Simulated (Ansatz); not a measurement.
# C2H6AlBO: a ladder of functionals and wavefunction methods

Aim: compute C2H6AlBO with functionals from several rungs and with coupled cluster, and see how far each lands from CCSD(T) at the basis-set limit for the atomisation energy.

The runs use Ansatz 0.2.0, Gaussian basis; functionals in def2-TZVPP, the program's frozen cores in correlated methods.

Plan: PBE-D4, r2SCAN-D4, PBE0-D4, B3LYP-D4, ωB97X-V, ωB97M-V, B2PLYP; CCSD(T)/def2-TZVPP; MP2/def2-QZVPP; extrapolation to the limit.

## 1. Structure used throughout

The geometry comes from an earlier relaxation with PBE0-D4 in a triple-zeta def2 set; it is a stationary point, not always the lowest conformer.

SMILES `C=[C]([AlH2])BO`, 11 atoms, charge 0, spin multiplicity 1.

Atoms are counted from 1 here; the program's logs count them from 0.

Bond lengths: C1–C2 1.345 Å, C1–H6 1.090 Å, C1–H7 1.091 Å, C2–Al3 1.944 Å, C2–B4 1.551 Å, Al3–H8 1.589 Å, Al3–H9 1.590 Å, B4–O5 1.359 Å, B4–H10 1.206 Å, O5–H11 0.960 Å. Angles: C2–C1–H6 122.8°, C2–C1–H7 122.2°, H6–C1–H7 115.0°, C1–C2–Al3 115.4°, C1–C2–B4 119.1°, Al3–C2–B4 125.4°, C2–Al3–H8 122.4°, C2–Al3–H9 116.8°, H8–Al3–H9 120.8°, C2–B4–O5 119.1°, C2–B4–H10 122.1°, O5–B4–H10 118.9°, B4–O5–H11 112.9°.

## 2. PBE-D4 (GGA)

File in.yaml:

```yaml
crystal:
  periodic: [false, false, false]
  atoms:
    - {symbol: C, position_ang: [-0.979373, 0.707181, 0.857479]}
    - {symbol: C, position_ang: [-0.024874, 0.016547, 0.208361]}
    - {symbol: Al, position_ang: [1.101152, -1.104414, 1.328493]}
    - {symbol: B, position_ang: [0.150491, 0.223678, -1.318892]}
    - {symbol: O, position_ang: [-0.952852, 0.402945, -2.091453]}
    - {symbol: H, position_ang: [-1.138202, 0.626966, 1.933223]}
    - {symbol: H, position_ang: [-1.646096, 1.401614, 0.344006]}
    - {symbol: H, position_ang: [2.344905, -1.907781, 0.752632]}
    - {symbol: H, position_ang: [0.716614, -1.194874, 2.868775]}
    - {symbol: H, position_ang: [1.236277, 0.230391, -1.844052]}
    - {symbol: H, position_ang: [-0.742641, 0.540747, -3.017871]}
basis:
  gaussian: {orbitals: def2-TZVPP}
hamiltonian: {xc: pbe, dispersion: d4}
output: {forces: true, orbitals: {seedname: orbitals}}
```

Command:

```sh
> ansatz run in.yaml --threads 4 --pin off --events-out ev --progress --plain --max-ram 10444MiB
```

Further steps of the session: r2SCAN-D4 (meta-GGA); PBE0-D4 (hybrid); B3LYP-D4 (hybrid); ωB97X-V (range-separated); ωB97M-V (range-separated); B2PLYP (double hybrid); CCSD(T) in def2-TZVPP; MP2 in def2-QZVPP.

Before running them: what should the planned runs give, taken together? Wanted: atomisation energy, CCSD(T)/CBS; farthest; mean size of error, hybrid; mean size of error, range-separated; gap, smallest and largest; T1 diagnostic; triples share of the correlation energy.

**Answer**, as computed:

| quantity | value |
| --- | --- |
| atomisation energy, CCSD(T)/CBS | 42.944 eV |
| functionals within 0.215 eV (0.5 %) | PBE0-D4, B3LYP-D4, ωB97X-V |
| farthest | PBE-D4 (+0.766 eV) |
| mean size of error, hybrid | 0.087 eV |
| mean size of error, range-separated | 0.152 eV |
| gap, smallest and largest | 3.78 eV (PBE-D4), 10.29 eV (ωB97X-V) |
| T1 diagnostic | 0.0132 |
| triples share of the correlation energy | 4.0 % |

PBE-D4 is off by +0.766 eV. Double hybrids carry the basis error of their MP2 part in triple zeta, and no dispersion term here, so their miss is partly the set-up's. Misses under about 0.215 eV are within the doubt on the reference itself, which lacks core-valence correlation, relativity and higher excitations. Hartree-Fock recovers 75 % of the binding; the rest is correlation. Orbital gaps span 3.8 to 10.3 eV; exact exchange widens them.
